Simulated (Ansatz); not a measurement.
# CsYbBr3 (Pm-3m): scan of the energy under strain, by script

What does a strain cost in CsYbBr3 (Pm-3m)? Wanted for CsYbBr3 (Pm-3m): a scan of the energy under strain.

Computed with the Python package of Ansatz 0.2.0. Level of theory: DFT r2SCAN, plane waves, PAW.

### Step 1. The system

Symmetry: Pm-3m, No. 221, cubic system. The conventional cell has a = 5.737 Å, b = 5.737 Å, c = 5.737 Å, α = 90.00°, β = 90.00°, γ = 90.00°. Around Cs (site symmetry m-3m) lie 12 Br at 4.06 Å. Yb (site symmetry m-3m) is surrounded by 6 Br at 2.87 Å. Br (site symmetry 4/mmm) has 2 Yb at 2.87 Å and 4 Cs at 4.06 Å in its first shell of neighbours.

The script holds or builds the structure itself.

### Step 2. The code

csybbr3.py reads:

```python
"""Energy of CsYbBr3 under biaxial strain, ions carried with the cell."""

import warnings

import ansatz as az
import numpy as np

vectors0 = np.array([
    [5.737309, 0.0, 0.0],
    [0.0, 5.737309, 0.0],
    [0.0, 0.0, 5.737309],
])
sites = [
    ("Cs", (0.0, 0.0, 0.0)),
    ("Yb", (0.5, 0.5, 0.5)),
    ("Br", (0.0, 0.5, 0.5)),
    ("Br", (0.5, 0.5, 0.0)),
    ("Br", (0.5, 0.0, 0.5)),
]


def build(cell):
    crystal = az.Crystal(lattice=az.Lattice.of(cell))
    for symbol, position in sites:
        crystal = crystal.atom(symbol, position)
    return crystal


def main() -> None:
    warnings.simplefilter("ignore", az.DeckWarning)

    # clamped ions: the fractional positions stay as typed
    values = np.linspace(-0.03, 0.03, 7)
    energies = []
    for d in values:
        strain = np.diag([d, d, 0])
        cell = vectors0 @ (np.eye(3) + strain)
        setup = (
            build(cell).calculation()
            .functional("r2scan")
            .occupations(az.OccupationsMethod.FERMI_DIRAC)
            .basis(520)
            .kpoints(6, 6, 6)
        )
        data = setup.run(threads=1, pin="off").report
        energies.append(data["free_energy_ev"] / len(sites))
        print(f"d = {d:+.4f}  F = {energies[-1]:.5f} eV/atom")
    energies = np.array(energies)

    for value, e in zip(values, energies):
        print(f"strain {value:7.3f}   E - Emin = {1000 * (e - energies.min()):9.3f} meV/atom")
    curvature = 2 * np.polyfit(values, energies, 3)[1]
    volume = abs(np.linalg.det(vectors0)) / len(sites)
    print(f"d2E/dd2 over the volume: {curvature / volume * 160.21766:.1f} GPa")


if __name__ == "__main__":
    main()
```

### Step 3. The calls as engine input

The engine receives this input (first run):

```yaml
crystal:
  lattice:
    - [5.565189729999999, 0.0, 0.0]
    - [0.0, 5.565189729999999, 0.0]
    - [0.0, 0.0, 5.737309]
  atoms:
    - { symbol: Cs, position: [0.0, 0.0, 0.0] }
    - { symbol: Yb, position: [0.5, 0.5, 0.5] }
    - { symbol: Br, position: [0.0, 0.5, 0.5] }
    - { symbol: Br, position: [0.5, 0.5, 0.0] }
    - { symbol: Br, position: [0.5, 0.0, 0.5] }
basis:
  ecutwfc: 520.0
kpoints:
  mp_grid:
    grid: [6, 6, 6]
hamiltonian:
  xc: r2scan
scf:
  occupations:
    method: fermi_dirac
```

### Step 4. Launch

The run is started by

```bash
$ python csybbr3.py
```

**Question.** How much energy does this biaxial strain cost, and what curvature follows?

The runs gave:

```
                  quantity           value
curvature under the strain       116.5 GPa
             runs compared               7
           range of energy  15.98 meV/atom
      lowest point, strain          -0.010
```

What this shows: Against the unstrained cell the energy per atom changes by +8.93 meV at one end of the scan and +15.78 meV at the other, and its second derivative over the volume is 116.5 GPa. Caveats:
- Semilocal functionals put the nearly full 4f shell of Yb too close to the Fermi level.
- The curvature belongs to this strain pattern and to the cell's stress; it equals a single elastic constant only for simple patterns.
- The structure comes from a database of computed cells and needn't be a stable or known phase.
- The ions keep their fractional positions (clamped ions).
